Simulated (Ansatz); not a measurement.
The same calculation of Rb2InAgF6, space group Fm-3m as a Python script and as an input file (Ansatz's Python interface).

Script `bands.py`:
```python
# -*- coding: utf-8 -*-
'''Band structure of Rb2InAgF6.'''

import ansatz as az
from ase import Atoms
import numpy as np

atoms = Atoms(
    ['Rb', 'Rb', 'In', 'Ag', 'F', 'F', 'F', 'F', 'F', 'F'],
    scaled_positions=[
        (0.25, 0.25, 0.25),
        (0.75, 0.75, 0.75),
        (0.0, 0.0, 0.0),
        (0.5, 0.5, 0.5),
        (0.231629, 0.231629, 0.768371),
        (0.231629, 0.768371, 0.768371),
        (0.768371, 0.768371, 0.231629),
        (0.231629, 0.768371, 0.231629),
        (0.768371, 0.231629, 0.768371),
        (0.768371, 0.231629, 0.231629),
    ],
    cell=[
        (0.0, 4.55351, 4.55351),
        (4.55351, 0.0, 4.55351),
        (4.55351, 4.55351, 0.0),
    ],
    pbc=True,
)
system = az.Crystal.from_ase(atoms)

# vertices of the path, as fractions of the reciprocal vectors
path = [
    ('K', (0.375, 0.375, 0.75)),
    ('G', (0.0, 0.0, 0.0)),
    ('L', (0.5, 0.5, 0.5)),
    ('W', (0.5, 0.25, 0.75)),
    ('X', (0.5, 0.0, 0.5)),
]
setup = (
    system.calculation()
    .functional(az.Functional.LDA)
    .basis(41 * az.Ry)
    .kpoints(4)
    .occupations(az.OccupationsMethod.FIXED)
    .band_structure([point for _, point in path], intervals=6)
    .scf(extra_bands=6)
)
res = setup.run(threads=1, backend='cpu')
report = res.report

energy = report['free_energy_ev']
print('Rb2InAgF6: {:.6f} eV = {:.6f} Ry = {:.6f} Ha'.format(energy, energy / 13.605693, energy / 27.211386))
print('Fermi level {:.4f} eV, {} k-points, {} symmetry operations'.format(report['fermi_energy_ev'], report['n_kpoints'], report['n_symmetry_ops']))

bands = res.band_structure()
fermi = bands.fermi_energy_ev
print(f'zero of the bands: {fermi:.3f} eV, the Fermi level found on the SCF mesh')
levels = bands.channels[0].eigenvalues_ev - fermi
filled = round(report['n_electrons']) // 2
valence, conduction = levels[:, filled - 1], levels[:, filled]
print('k (fractions)              top valence  bottom conduction (eV)')
for k, lo, hi in zip(bands.kpoints_frac, valence, conduction):
    print(f'{k[0]:7.3f} {k[1]:7.3f} {k[2]:7.3f} {lo:12.3f} {hi:13.3f}')
print(f'on this path: least direct gap {np.min(conduction - valence):.3f} eV, least gap {conduction.min() - valence.max():.3f} eV')
```

```console
$ python bands.py
Rb2InAgF6: -24025.503345 eV = -1765.841942 Ry = -882.920971 Ha
Fermi level 3.8589 eV, 8 k-points, 48 symmetry operations
zero of the bands: 3.859 eV, the Fermi level found on the SCF mesh
k (fractions)              top valence  bottom conduction (eV)
  0.375   0.375   0.750       -0.137         4.067
  0.312   0.312   0.625       -0.240         3.790
  0.250   0.250   0.500       -0.258         3.148
  0.188   0.188   0.375       -0.144         2.539
  0.125   0.125   0.250       -0.063         2.029
  0.062   0.062   0.125       -0.016         1.682
  0.000   0.000   0.000       -0.002         1.558
  0.083   0.083   0.083       -0.021         1.641
  0.167   0.167   0.167       -0.072         1.877
  0.250   0.250   0.250       -0.142         2.233
  0.333   0.333   0.333       -0.213         2.671
  0.417   0.417   0.417       -0.265         3.158
  0.500   0.500   0.500       -0.284         3.581
  0.500   0.458   0.542       -0.277         3.619
  0.500   0.417   0.583       -0.259         3.725
  0.500   0.375   0.625       -0.236         3.878
  0.500   0.333   0.667       -0.215         4.044
  0.500   0.292   0.708       -0.201         4.179
  0.500   0.250   0.750       -0.195         4.232
  0.500   0.208   0.708       -0.174         4.153
  0.500   0.167   0.667       -0.127         4.054
  0.500   0.125   0.625       -0.077         3.974
  0.500   0.083   0.583       -0.036         3.916
  0.500   0.042   0.542       -0.009         3.881
  0.500   0.000   0.500        0.000         3.870
on this path: least direct gap 1.560 eV, least gap 1.558 eV
```

`input.yaml`:
```yaml
crystal:
  lattice:
    - [0.0, 4.55351, 4.55351]
    - [4.55351, 0.0, 4.55351]
    - [4.55351, 4.55351, 0.0]
  atoms:
    - { symbol: Rb, position: [0.25, 0.25, 0.25] }
    - { symbol: Rb, position: [0.75, 0.75, 0.75] }
    - { symbol: In, position: [0.0, 0.0, 0.0] }
    - { symbol: Ag, position: [0.5, 0.5, 0.5] }
    - { symbol: F, position: [0.231629, 0.231629, 0.768371] }
    - { symbol: F, position: [0.231629, 0.768371, 0.768371] }
    - { symbol: F, position: [0.768371, 0.768371, 0.231629] }
    - { symbol: F, position: [0.231629, 0.768371, 0.231629] }
    - { symbol: F, position: [0.768371, 0.231629, 0.768371] }
    - { symbol: F, position: [0.768371, 0.231629, 0.231629] }
basis:
  ecutwfc: 557.8334180428
kpoints:
  mp_grid: { grid: [4, 4, 4] }
  band_path:
    path:
      - [0.375, 0.375, 0.75]
      - [0.0, 0.0, 0.0]
      - [0.5, 0.5, 0.5]
      - [0.5, 0.25, 0.75]
      - [0.5, 0.0, 0.5]
    npoints: 6
hamiltonian:
  xc: lda
scf:
  n_extra_bands: 6
  occupations: { method: fixed }
```

Launched from the shell:
```console
$ ansatz run input.yaml --threads 1 --pin off --max-ram 3072MiB --backend cpu --events-out ev --progress --plain --runs-dir out
scf.n_extra_bands = 6 over 46 filled bands (N_el = 92.0): the run solves 52 bands
Engine: ansatz 0.2.0, aarch64-unknown-linux-gnu
Pseudopotentials: kind: paw
Pseudopotential: Rb, paw, valence charge 9, recommended cutoff 420 eV (normal), Rb.paw.azcp
Pseudopotential: In, paw, valence charge 13, recommended cutoff 420 eV (normal), In.paw.azcp
Pseudopotential: Ag, paw, valence charge 19, recommended cutoff 420 eV (normal), Ag.paw.azcp
Pseudopotential: F, paw, valence charge 7, recommended cutoff 420 eV (normal), F.paw.azcp
Functional definition: SPW92
  exchange = slater_x
  correlation = pw_c
Crystal: 10 atoms, lattice volume = 188.829 Å³
Basis set: ecut = 557.8334180428 eV, 5673 PW (Γ)
Bands: 52, of which v1, the nominal top of the filled ones, is band 46 counted from 1 (45 counted from 0)
Symmetry: 48 space group operations
Space group: Fm-3m (ITA 225), of the structure as read, at distance tolerance 5.7e-5 Å
k-points: 8 of 64
Non-local potential: Rb, projectors of the file, l = 0: 3, l = 1: 2, l = 2: 2
Non-local potential: In, projectors of the file, l = 0: 2, l = 1: 2, l = 2: 2, l = 3: 2
Non-local potential: Ag, projectors of the file, l = 0: 3, l = 1: 2, l = 2: 2, l = 3: 1
Non-local potential: F, projectors of the file, l = 0: 2, l = 1: 2, l = 2: 1
PAW form: soft (Blöchl's): semilocal exchange-correlation on the pseudo side does not see the compensation charge
PAW frozen core: Rb, regenerated for the run's functional, and the local potential with it (the file was generated under x = pbe(κ = 0.804, μ = 0.2195149727645171), c = pbe(β = 0.06672455060314922))
PAW frozen core: In, regenerated for the run's functional, and the local potential with it (the file was generated under x = pbe(κ = 0.804, μ = 0.2195149727645171), c = pbe(β = 0.06672455060314922))
PAW frozen core: Ag, regenerated for the run's functional, and the local potential with it (the file was generated under x = pbe(κ = 0.804, μ = 0.2195149727645171), c = pbe(β = 0.06672455060314922))
PAW frozen core: F, regenerated for the run's functional, and the local potential with it (the file was generated under x = pbe(κ = 0.804, μ = 0.2195149727645171), c = pbe(β = 0.06672455060314922))
PAW one-centre angular grid: Rb, 110 points (default); XC on 64 Gauss nodes
PAW one-centre angular grid: In, 590 points (default); XC on 64 Gauss nodes
PAW one-centre angular grid: Ag, 590 points (default); XC on 64 Gauss nodes
PAW one-centre angular grid: F, 110 points (default); XC on 64 Gauss nodes
Initial density: superposition of atomic densities (neutral atoms: chi_scale 0, normalization atom), corrected by the library's trained network
Initial wavefunctions: pseudopotential atomic-orbital guess
Functional: x = slater, c = lda
SCF iter   1: F=—  HF=-24025.625036 eV  |F-HF|=—  |Δ(HF+E_count)|=         —  Δρ=1.75e-2  dr2=4.34e-1  ethr=1.77e-3  ⟨swp⟩=5.1  Hψ=1379  notcnv=0  defer=30
preconditioner: auto → Resta (q_TF=auto, 2.420 Å⁻¹)  ε∞=4.0  [insulator: Δε(μ)=1.426 eV  Ē_g=14.358 eV  n_scr=58 (ndim 8)  ℏωp=24.8 eV  f_vac=0.119  ε∞_Penn≈4.0]
SCF iter   2: F=—  HF=-24025.510876 eV  |F-HF|=—  |Δ(HF+E_count)|=   1.14e-1  Δρ=5.67e-3  dr2=1.96e-2  ethr=4.72e-4  ⟨swp⟩=2.1  Hψ=828  notcnv=0  defer=30
SCF iter   3: F=—  HF=-24025.504994 eV  |F-HF|=—  |Δ(HF+E_count)|=   5.88e-3  Δρ=2.10e-3  dr2=5.06e-3  ethr=2.13e-5  ⟨swp⟩=2.0  Hψ=742  notcnv=0  defer=30
SCF iter   4: F=—  HF=-24025.503611 eV  |F-HF|=—  |Δ(HF+E_count)|=   1.38e-3  Δρ=7.30e-4  dr2=6.84e-4  ethr=5.50e-6  ⟨swp⟩=3.0  Hψ=694  notcnv=0  defer=30
SCF iter   5: F=—  HF=-24025.503441 eV  |F-HF|=—  |Δ(HF+E_count)|=   1.70e-4  Δρ=1.34e-4  dr2=3.59e-5  ethr=7.43e-7  ⟨swp⟩=2.0  Hψ=764  notcnv=0  defer=27
SCF iter   6: F=—  HF=-24025.503343 eV  |F-HF|=—  |Δ(HF+E_count)|=   9.87e-5  Δρ=3.99e-5  dr2=2.67e-6  ethr=3.90e-8  ⟨swp⟩=2.9  Hψ=738  notcnv=0  defer=21
SCF iter   7: F=-24025.503345 eV  HF=-24025.503344 eV  |F-HF|=3.91e-8  |Δ(HF+E_count)|=   1.79e-6  Δρ=6.08e-6  dr2=6.59e-8  ethr=1.09e-10  ⟨swp⟩=10.1  Hψ=1914  notcnv=0
SCF 1 converged in 7 iterations: F = -24025.503345 eV  dr2 = 6.59e-8
  greatest PAW one-centre occupation: 1.002 electrons in one spin orbital (limit 2), on the Ag atom at site 3 (counted from 0), in its partial waves of l = 0
NSCF: frozen V_eff on 25 k-points
SCF converged after 7 iterations
Free energy (F): -24025.503345 eV
Harris-Foulkes:  -24025.503344 eV  (|F-HF|=3.91e-8)
Internal energy: -24025.503345 eV  (E = F + TS)
E sigma→0 (E₀):  -24025.503345 eV
Fermi energy:    3.858851 eV
--- Per-component energies (eV) ---
  E_band       = -854.594011
  E_kinetic    = 2381.384501
  E_local      = -9953.620592  (includes V_loc(G=0)·N_el)
  E_nonlocal   = 1276.614226
  E_hartree    = 3929.839440
  E_xc         = -1115.006684
  E_vxc        = -1203.991754  (∫ρ·V_xc dr)
  E_paw        = -13968.492121  (= ΣΔE_a)
  E_vpaw       = -1214.670576  (= ΣTr[D̂ρ^β])
  E_aug_tail   = 0.002450  (compensation charges beyond the density's cutoff)
  E_ewald      = -6578.455936
  E_core_change = 2.231373  (= ΣΔE_core)
  E_smearing   = -0.000000  (= −TS)
  E_closure    = 0.000000  (closes the sum)
  Σ components = -24025.503345   (vs F -24025.503345, Δ=0.00e0)
--- Band table (eV; the first three rows and the last of 8) ---
  k-point 0: bands = ["-84.5461", "-48.1570", "-48.1570", "-48.1570", "-21.0843", "-21.0566", "-17.7199", "-17.4625", "-17.4625", "-17.4140", "-17.4140", "-17.4140", "-8.8851", "-8.8851", "-8.8851", "-8.8076", "-8.8076", "-5.2785", "-5.2785", "-5.2785", "-5.1526", "-5.1526", "-5.1526", "-2.5253", "-0.5774", "-0.5774", "-0.5774", "0.4938", "0.4938", "0.5029", "0.5029", "0.5029", "1.0524", "1.0524", "1.0524", "1.1152", "1.1152", "1.1152", "1.4547", "1.4547", "1.4547", "2.9164", "2.9164", "2.9164", "3.8571", "3.8571", "5.4170", "9.9692", "9.9692", "9.9692", "10.2380", "10.6379"]
  k-point 1: bands = ["-84.5461", "-48.1570", "-48.1570", "-48.1570", "-21.0790", "-21.0595", "-17.7063", "-17.4671", "-17.4671", "-17.4366", "-17.4098", "-17.4098", "-8.8841", "-8.8841", "-8.8828", "-8.8082", "-8.8082", "-5.2501", "-5.2501", "-5.2254", "-5.1598", "-5.1598", "-5.1312", "-2.3817", "-0.7775", "-0.6493", "-0.6493", "0.4449", "0.5495", "0.5495", "0.6415", "0.6415", "0.8237", "0.9460", "0.9460", "1.0935", "1.1256", "1.1256", "1.3836", "1.3836", "1.4102", "2.9220", "2.9335", "2.9335", "3.7169", "3.7169", "6.0914", "8.9732", "10.4211", "10.4211", "10.7816", "10.9235"]
  k-point 2: bands = ["-84.5461", "-48.1570", "-48.1570", "-48.1570", "-21.0681", "-21.0679", "-17.6899", "-17.4712", "-17.4712", "-17.4619", "-17.4062", "-17.4062", "-8.8832", "-8.8832", "-8.8806", "-8.8088", "-8.8088", "-5.1980", "-5.1980", "-5.1906", "-5.1906", "-5.1449", "-5.1352", "-2.1937", "-1.0211", "-0.7095", "-0.7095", "0.4459", "0.5064", "0.6851", "0.6851", "0.6927", "0.6927", "0.9162", "0.9162", "1.0136", "1.0136", "1.1518", "1.3487", "1.3649", "1.3649", "2.9258", "2.9470", "2.9470", "3.5752", "3.5752", "7.4399", "7.6370", "10.9531", "11.1044", "11.1044", "11.3119"]
  k-point 7: bands = ["-84.5461", "-48.1570", "-48.1570", "-48.1570", "-21.0671", "-21.0671", "-17.6885", "-17.5089", "-17.4671", "-17.4172", "-17.4149", "-17.4149", "-8.8816", "-8.8813", "-8.8813", "-8.8214", "-8.8085", "-5.2252", "-5.2126", "-5.1749", "-5.1749", "-5.0932", "-5.0925", "-2.2560", "-0.8397", "-0.4872", "-0.4872", "0.3610", "0.3679", "0.3679", "0.7016", "0.8108", "0.8744", "0.8744", "0.8950", "0.9172", "0.9172", "0.9485", "1.0557", "1.3052", "1.3052", "2.9553", "2.9553", "3.0045", "3.3783", "3.6635", "8.0909", "8.2042", "9.8673", "9.8673", "11.6853", "11.7263"]
```

Reading the output:
- Total energies depend on the potentials; only differences at equal settings carry meaning. A total without «per atom» is that of the cell as typed.
- Semilocal gaps usually lie well under measured ones.
- The Fermi level of a run with fixed occupations marks the highest occupied state on its mesh, not mid-gap.
- An absolute Fermi energy rests on an arbitrary zero of the periodic potential and has no direct meaning.
- This cell is a computed structure, which may not be the phase found in nature.
- Levels are Kohn-Sham eigenvalues on this mesh, without spin-orbit coupling.
- Timing: 13 s on 1 thread of Arm Neoverse V2 (shared host), peak memory 0.58 GiB.

(A comment or docstring line of the script was reworded after the run, the code is as it ran; lines on the test bed's own set-up are left out of the output.)
